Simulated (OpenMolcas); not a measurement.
# Tc⁵⁺ among point charges: CASSCF and CASPT2 levels and susceptibility

Aim: the splitting of the states of Tc⁵⁺ in the field of 6 point charges, its lowest levels with spin-orbit coupling and its magnetic susceptibility.

Program: OpenMolcas 26.06. Level of theory: state-averaged CASSCF and CASPT2, spin-orbit coupling by RASSI with atomic mean-field integrals. These are calculated values, not measurements, unless marked.

**1. What is computed**

```
Species                           : Tc⁵⁺ (technetium, Z = 43, 38 electrons)
Basis                             : ANO-RCC-VDZP [6s5p3d1f], 43 functions
Scalar Hamiltonian                : DKH2, point nucleus
Inactive shells                   : 1s 2s 2p 3s 3p 3d 4s 4p
Active space                      : 2 electrons in 5 orbitals (4d)
Some configurations of this space : 4d²
Orbitals                          : optimised for each spin and parity, averaged over all roots
```

Outer shells as boxes (Hund's rule):

4d2
```
4d [↑ ][↑ ][  ][  ][  ]
```

The ion sits among 6 point charges of -1.7 e arranged as an octahedron (Oh), 2.34 Å from the ion.

The work runs as a chain of OpenMolcas steps in one folder; each step below is one input file. Labels, J, g values, rates, χT and fits are worked out afterwards by a script from the matrices that RASSI stores. The input lists half of the charges; inversion (Group=XYZ) makes the rest.

**2. Basis and integrals**

Contents of a.inp:

```
&GATEWAY
Coord
1

Tc 0.0 0.0 0.0
Basis=ANO-RCC-VDZP
Group=XYZ
NoMove
AngMom=0.0 0.0 0.0
AMFI
XField
3 Angstrom 0
2.340000 0.000000 0.000000 -1.700000
0.000000 2.340000 0.000000 -1.700000
0.000000 0.000000 2.340000 -1.700000
&SEWARD
```

The log of the run:

```text
Basis set label: TC.ANO-RCC...6S5P3D1F.

      Electronic valence basis set:
      ------------------
      Associated Effective Charge  43.000000 au
      Associated Actual Charge     43.000000 au
      Nuclear Model: Point charge

      Shell  nPrim  nBasis  Cartesian Spherical Contaminant
         s      21       6        X
         p      18       5        X
         d      13       3                 X
         f       6       1                 X
                  Relativistic Douglas-Kroll-Hess integrals:
                    - DKH order of Hamiltonian: 2
                    - DKH order of Properties : 0
                  Atomic mean-field integrals
```

**3. CASSCF: triplets of even parity, 10 roots**

Contents of a.inp:

```
&RASSCF
FileOrb=start.orb
Symmetry=1
Spin=3
nActEl=2 0 0
Inactive=9 9
Ras2=5 0
CIRoot=10 10 1
SDav=10
CIMx=300
Iter=120 100
PrWF=0.3
OrbListing=Nothing
MaxOrb=0
>>> COPY $Project.JobIph JOB001
```

start.orb holds the contracted functions of the basis, ordered by shell, or the orbitals of the step before.

The log of the run (excerpt; [...] marks lines left out):

```text
[...]
      Number of active orbitals                  5
[...]
      Spin quantum number                      1.0
[...]
      Active orbitals                            5   0
[...]
      Number of CSFs                            10
      Number of root(s) required                10
[...]
      Convergence after  7 iterations
[...]
      Natural orbitals and occupation numbers for root  1
      sym 1:   0.962141  -0.000000   0.037859   0.962141   0.037859
      Natural orbitals and occupation numbers for root  2
      sym 1:   0.962035   0.037965   0.000000   0.962035   0.037965
      Natural orbitals and occupation numbers for root  3
      sym 1:   0.140872   0.859128  -0.000000   0.859128   0.140872
::    RASSCF root number  1 Total energy:  -4288.62112284
::    RASSCF root number  2 Total energy:  -4288.62112284
::    RASSCF root number  3 Total energy:  -4288.62112284
[...]
::    RASSCF root number  7 Total energy:  -4288.59494523
::    RASSCF root number  8 Total energy:  -4288.54742058
::    RASSCF root number  9 Total energy:  -4288.54742058
::    RASSCF root number 10 Total energy:  -4288.54742058
```

**4. CASSCF: singlets of even parity, 15 roots**

Contents of a.inp:

```
&RASSCF
FileOrb=start.orb
Symmetry=1
Spin=1
nActEl=2 0 0
Inactive=9 9
Ras2=5 0
CIRoot=15 15 1
SDav=15
CIMx=300
Iter=120 100
PrWF=0.3
OrbListing=Nothing
MaxOrb=0
>>> COPY $Project.JobIph JOB002
```

The log of the run (excerpt; [...] marks lines left out):

```text
[...]
      Number of active orbitals                  5
[...]
      Spin quantum number                      0.0
[...]
      Active orbitals                            5   0
[...]
      Number of CSFs                            15
      Number of root(s) required                15
[...]
      Convergence after  6 iterations
[...]
      Natural orbitals and occupation numbers for root  1
      sym 1:   0.413375   0.588018   0.020552   0.864877   0.113177
      Natural orbitals and occupation numbers for root  2
      sym 1:   0.149670   0.637170   0.009837   0.838855   0.364469
      Natural orbitals and occupation numbers for root  3
      sym 1:   0.860647   0.598384   0.119763   0.403074   0.018132
::    RASSCF root number  1 Total energy:  -4288.56081588
::    RASSCF root number  2 Total energy:  -4288.56081588
::    RASSCF root number  3 Total energy:  -4288.56081588
[...]
::    RASSCF root number 12 Total energy:  -4288.52172800
::    RASSCF root number 13 Total energy:  -4288.51855719
::    RASSCF root number 14 Total energy:  -4288.51855719
::    RASSCF root number 15 Total energy:  -4288.39452811
```

**5. RASSI: spin-orbit coupling between the states**

Contents of a.inp:

```
&RASSI
NrOfJobIphs=2 10 15
1 2 3 4 5 6 7 8 9 10
1 2 3 4 5 6 7 8 9 10 11 12 13 14 15
IphNames
JOB001
JOB002
EJob
SpinOrbit
DIPRint=1.0
SOCoupling=1000.0
Subsets=2
Property=9
'ANGMOM' 1 'ANGMOM' 2 'ANGMOM' 3 'MLTPL  1' 1 'MLTPL  1' 2 'MLTPL  1' 3
'AMFI' 1 'AMFI' 2 'AMFI' 3
SOProperty=3
'ANGMOM' 1 'ANGMOM' 2 'ANGMOM' 3
```

The log of the run (excerpt; [...] marks lines left out):

```text
SPIN-FREE ENERGIES:
  (Shifted by EMIN (a.u.) =      -4288.6211228417)
 SF State       Relative EMIN(au)   Rel lowest level(eV)    D:o, cm**(-1)      L_eff
     1             0.0000000000        0.0000000000              0.0000         3.0
     2             0.0000000000        0.0000000000              0.0000         3.0
     3             0.0000000000        0.0000000000              0.0000         3.0
     4             0.0118801968        0.3232766245           2607.4018         3.0
     5             0.0118801968        0.3232766245           2607.4018         3.0
     6             0.0118801968        0.3232766245           2607.4018         3.0
     7             0.0261776120        0.7123291121           5745.3218         3.0
    11             0.0603069653        1.6410361274          13235.8490         2.2
    12             0.0603069653        1.6410361274          13235.8490         2.2
    13             0.0603069653        1.6410361274          13235.8490         2.2
[...]
Eigenvalues of complex Hamiltonian:
   -----------------------------------
  (Shifted by EMIN (a.u.) =      -4288.6211228417)
 SO State       Relative EMIN(au)   Rel lowest level(eV)    D:o, cm**(-1)     J-value
     1            -0.0084005337        0.0000000001              0.0000         2.1
     2            -0.0084005337        0.0000000000              0.0000         1.2
     3            -0.0063720997        0.0551965006            445.1898         2.0
     4            -0.0063720997        0.0551965005            445.1898         1.6
     5            -0.0063720997        0.0551965006            445.1898         2.0
     6             0.0015907557        0.2718768357           2192.8346         2.5
     7             0.0015907557        0.2718768357           2192.8346         2.5
     8             0.0015907557        0.2718768358           2192.8346         2.7
     9             0.0074745760        0.4319837426           3484.1839         3.2
    10             0.0087432157        0.4665051865           3762.6181         2.3
    11             0.0087432157        0.4665051864           3762.6181         2.3
[...]
```

Time for these steps: 4.7 s (1 thread, shared host).

Spin-free states, with their symmetry labels:

```
state  degeneracy  E (cm-1)  free-ion L (%)
  3T1           3         0          F (99)
  3T2           3      2607         F (100)
  3A2           1      5745         F (100)
  1T2           3     13236          D (94)
   1E           2     14024          D (83)
  3T1           3     16176          P (99)
  1T2           3     20094          G (94)
  1T1           3     21544         G (100)
  1A1           1     21815          G (99)
   1E           2     22511          G (83)
  1A1           1     49732          S (99)
```

With spin-orbit coupling:

| E (cm-1) | Degeneracy | Label | 2S+1 |
| --- | --- | --- | --- |
| 0.0 | 2 | E | 3 |
| 445.2 | 3 | T2 | 3 |
| 2193 | 3 | T1 | 3 |
| 3484 | 1 | A1 | 3 |
| 3763 | 3 | T2 | 3 |
| 3877 | 1 | A2 | 3 |
| 5174 | 3 | T1 | 3 |
| 5477 | 2 | E | 3 |
| 8181 | 3 | T2 | 3 |
| 14711 | 3 | T2 | 1 |
| 15234 | 2 | E | 1 |
| 16655 | 1 | A1 | 3 |
| 17451 | 3 | T1 | 3 |
| 19168 | 3 | T2 | 3 |
| 19306 | 2 | E | 3 |
| 22078 | 3 | T2 | 1 |
| 23458 | 3 | T1 | 1 |
| 23732 | 1 | A1 | 1 |
| 24521 | 2 | E | 1 |
| 51801 | 1 | A1 | 1 |

Powder χT (cm³ K/mol): 0.00 at 2 K, 0.00 at 5 K, 0.00 at 10 K, 0.01 at 20 K, 0.02 at 50 K, 0.05 at 100 K, 0.07 at 150 K, 0.10 at 200 K, 0.13 at 250 K, 0.16 at 300 K.

A ligand-field fit to the states below 45000 cm-1 gives 10Dq = 3160 cm-1, B = 940 cm-1 and C = 3827 cm-1 (C/B = 4.07), with a deviation of 15 cm-1.

Orbitals of the lowest block (energies include the constant potential of the surroundings):

```
shell     space  energy (hartree)  mean occupation  ⟨r²⟩ (bohr²)
   1s  inactive         -777.5151            2.000       0.00155
   2s  inactive         -113.9678            2.000        0.0262
   2p  inactive         -101.8352            6.000        0.0207
   3s  inactive          -21.2049            2.000         0.195
   3p  inactive          -17.1038            6.000         0.199
   3d  inactive          -10.4438           10.000         0.189
   4s  inactive           -3.3011            2.000          1.25
   4p  inactive           -2.0163            6.000          1.45
   4d      RAS2                              2.000          2.32
```

**6. CASPT2: IPEA 0.25, imaginary shift 0.1 (closed shells correlated: 4s 4p)**

Contents of a.inp:

```
>>> COPY JOB001 $Project.JobIph
&CASPT2
Multistate=10 1 2 3 4 5 6 7 8 9 10
NoMult
Frozen=8 6
IPEA=0.25
Imaginary=0.1
MaxIter=60
WThr=0.0 0.3 0.05
PrWF=0.5
NoMix
>>> COPY JOB002 $Project.JobIph
&CASPT2
Multistate=15 1 2 3 4 5 6 7 8 9 10 11 12 13 14 15
NoMult
Frozen=8 6
IPEA=0.25
Imaginary=0.1
MaxIter=60
WThr=0.0 0.3 0.05
PrWF=0.5
NoMix
```

The log of the run:

```text
Orbital specifications:
      -----------------------

      Symmetry species                           1   2
                                                ag  au
      Frozen orbitals                            8   6
      Inactive orbitals                          1   3
      Active orbitals                            5   0
      Secondary orbitals                         7  13
      Deleted orbitals                           0   0
      Number of basis functions                 21  22
Type of calculation                        SS-CASPT2
      Fock operator                              state-specific
      IPEA shift                                 0.25
      Real shift                                 0.00
      Imaginary shift                            0.10
      The input orbitals will be transformed to quasi-canonical
Reference energy:       -4288.6211228417
      E2 (Non-variational):      -0.1677346874
      Shift correction:          -0.0000737086
      E2 (Variational):          -0.1678083959
      Total energy:           -4288.7889312376
      Residual norm:              0.0000001145
      Reference weight:           0.96687
      Contributions to the CASPT2 correlation energy
      Active & Virtual Only:         -0.0031030508
      One Inactive Excited:          -0.0624546044
      Two Inactive Excited:          -0.1021770322
Reference energy:       -4288.6211228417
      E2 (Non-variational):      -0.1677360837
      Shift correction:          -0.0000737110
      E2 (Variational):          -0.1678097947
      Total energy:           -4288.7889326364
      Residual norm:              0.0000001146
      Reference weight:           0.96687
      Contributions to the CASPT2 correlation energy
      Active & Virtual Only:         -0.0031031621
      One Inactive Excited:          -0.0624555483
      Two Inactive Excited:          -0.1021773733
::    CASPT2 Root  1     Total energy:  -4288.78893124
::    CASPT2 Root  2     Total energy:  -4288.78893264
::    CASPT2 Root  3     Total energy:  -4288.79027530
::    CASPT2 Root  4     Total energy:  -4288.77670262
::    CASPT2 Root  5     Total energy:  -4288.77846715
::    CASPT2 Root  6     Total energy:  -4288.77850858
::    CASPT2 Root  7     Total energy:  -4288.76204034
::    CASPT2 Root  8     Total energy:  -4288.72588849
::    CASPT2 Root  9     Total energy:  -4288.72599515
::    CASPT2 Root 10     Total energy:  -4288.72599452
Orbital specifications:
      -----------------------

      Symmetry species                           1   2
                                                ag  au
      Frozen orbitals                            8   6
      Inactive orbitals                          1   3
      Active orbitals                            5   0
      Secondary orbitals                         7  13
      Deleted orbitals                           0   0
      Number of basis functions                 21  22
Type of calculation                        SS-CASPT2
      Fock operator                              state-specific
      IPEA shift                                 0.25
      Real shift                                 0.00
      Imaginary shift                            0.10
      The input orbitals will be transformed to quasi-canonical
Reference energy:       -4288.5608158763
      E2 (Non-variational):      -0.1782925573
      Shift correction:          -0.0001019097
      E2 (Variational):          -0.1783944670
      Total energy:           -4288.7392103433
      Residual norm:              0.0000001696
      Reference weight:           0.96278
      Contributions to the CASPT2 correlation energy
      Active & Virtual Only:         -0.0087228862
      One Inactive Excited:          -0.0619112645
      Two Inactive Excited:          -0.1076584066
Reference energy:       -4288.5608158763
      E2 (Non-variational):      -0.1783542914
      Shift correction:          -0.0001015792
      E2 (Variational):          -0.1784558705
      Total energy:           -4288.7392717469
      Residual norm:              0.0000001754
      Reference weight:           0.96277
      Contributions to the CASPT2 correlation energy
      Active & Virtual Only:         -0.0087274455
      One Inactive Excited:          -0.0619590490
      Two Inactive Excited:          -0.1076677969
::    CASPT2 Root  1     Total energy:  -4288.73921034
::    CASPT2 Root  2     Total energy:  -4288.73927175
::    CASPT2 Root  3     Total energy:  -4288.73921956
::    CASPT2 Root  4     Total energy:  -4288.73473851
::    CASPT2 Root  5     Total energy:  -4288.73477395
::    CASPT2 Root  6     Total energy:  -4288.70712183
::    CASPT2 Root  7     Total energy:  -4288.70710981
::    CASPT2 Root  8     Total energy:  -4288.70720919
::    CASPT2 Root  9     Total energy:  -4288.70025921
::    CASPT2 Root 10     Total energy:  -4288.70011662
::    CASPT2 Root 11     Total energy:  -4288.69886568
::    CASPT2 Root 12     Total energy:  -4288.69999906
::    CASPT2 Root 13     Total energy:  -4288.69480862
::    CASPT2 Root 14     Total energy:  -4288.69491433
::    CASPT2 Root 15     Total energy:  -4288.59050077
```

Time for this run: 1.4 s (1 thread, shared host).

SS-CASPT2: lowest energy less the reference's lowest, -0.1683 hartree; reference weights 0.958 to 0.967.

Spin-free states, with their symmetry labels:

```
state  degeneracy  E (cm-1)  free-ion L (%)
  3T1           3         0          F (99)
  3T2           3      2521         F (100)
  3A2           1      6000         F (100)
  1T2           3     11006          D (94)
   1E           2     11988          D (83)
  3T1           3     13919          P (99)
  1T2           3     18048          G (94)
  1A1           1     19617          G (99)
  1T1           3     19672         G (100)
   1E           2     20744          G (83)
  1A1           1     43649          S (99)
```

With spin-orbit coupling:

| E (cm-1) | Degeneracy | Label | 2S+1 |
| --- | --- | --- | --- |
| 0 | 2 | E | 3 |
| 450 | 3 | T2 | 3 |
| 2220 | 3 | T1 | 3 |
| 3510 | 1 | A1 | 3 |
| 3750 | 3 | T2 | 3 |
| 3830 | 1 | A2 | 3 |
| 5130 | 3 | T1 | 3 |
| 5430 | 2 | E | 3 |
| 8410 | 3 | T2 | 3 |
| 12560 | 3 | T2 | 1 |
| 13210 | 2 | E | 1 |
| 14410 | 1 | A1 | 3 |
| 15230 | 3 | T1 | 3 |
| 16960 | 3 | T2 | 3 |
| 17140 | 2 | E | 3 |
| 20090 | 3 | T2 | 1 |
| 21580 | 1 | A1 | 1 |
| 21630 | 3 | T1 | 1 |
| 22790 | 2 | E | 1 |
| 45780 | 1 | A1 | 1 |

Powder χT (cm³ K/mol): 0.00 at 2 K, 0.00 at 5 K, 0.00 at 10 K, 0.01 at 20 K, 0.02 at 50 K, 0.05 at 100 K, 0.07 at 150 K, 0.10 at 200 K, 0.13 at 250 K, 0.16 at 300 K.

A ligand-field fit to the states below 45000 cm-1 gives 10Dq = 3590 cm-1, B = 811 cm-1 and C = 3387 cm-1 (C/B = 4.18), with a deviation of 328 cm-1.

**7. The methods side by side**

A. CASSCF
B. SS-CASPT2, IPEA 0.25, imaginary shift 0.1 (closed shells correlated: 4s 4p)

```
method  ground state  first state of that spin (cm-1)  first gap with spin-orbit (cm-1)  χT at 300 K
     A           3T1                         3T2 2607                             445.2         0.16
     B           3T1                         3T2 2521                             448.0         0.16
```

**8. Results**

| quantity | value |
| --- | --- |
| method | SS-CASPT2, IPEA 0.25, imaginary shift 0.1 (closed shells correlated: 4s 4p) |
| spin-free ground state | 3T1, 3-fold in its orbital part |
| first state of the same spin within the active space | 3T2 at 2520 cm⁻¹ |
| lowest level | 2-fold E, g = 0.00, 0.00, 0.00 |
| next level | 448.0 cm⁻¹ |
| χT at 300 K | 0.16 cm³ K/mol |
| effective moment at 300 K | 1.14 μB |

Cost by method:

```
                                              method  time of its own steps  time with the reference
                                           A. CASSCF                  4.7 s                    4.7 s
B. SS-CASPT2, IPEA 0.25, imaginary shift 0.1, +4s 4p                  1.4 s                    6.1 s
```

Times are of one thread on a shared host.

The spin-free ground state (3T1) comes to 99 % from free-ion F terms and keeps the highest spin of the shell. χT at 300 K is 0.16, against 1.00 cm³ K/mol for the spin alone, so spin-orbit coupling lowers it. A ligand-field fit to the states below 45000 cm-1 gives 10Dq = 3590 cm-1, B = 811 cm-1 and C = 3387 cm-1 (C/B = 4.18), with a deviation of 328 cm-1. CASPT2 does not keep the components of a term degenerate, and the means are used. The field of point charges can differ much from that of real complexes. Point charges carry no covalency, so the field is a model and not that of real ligands.
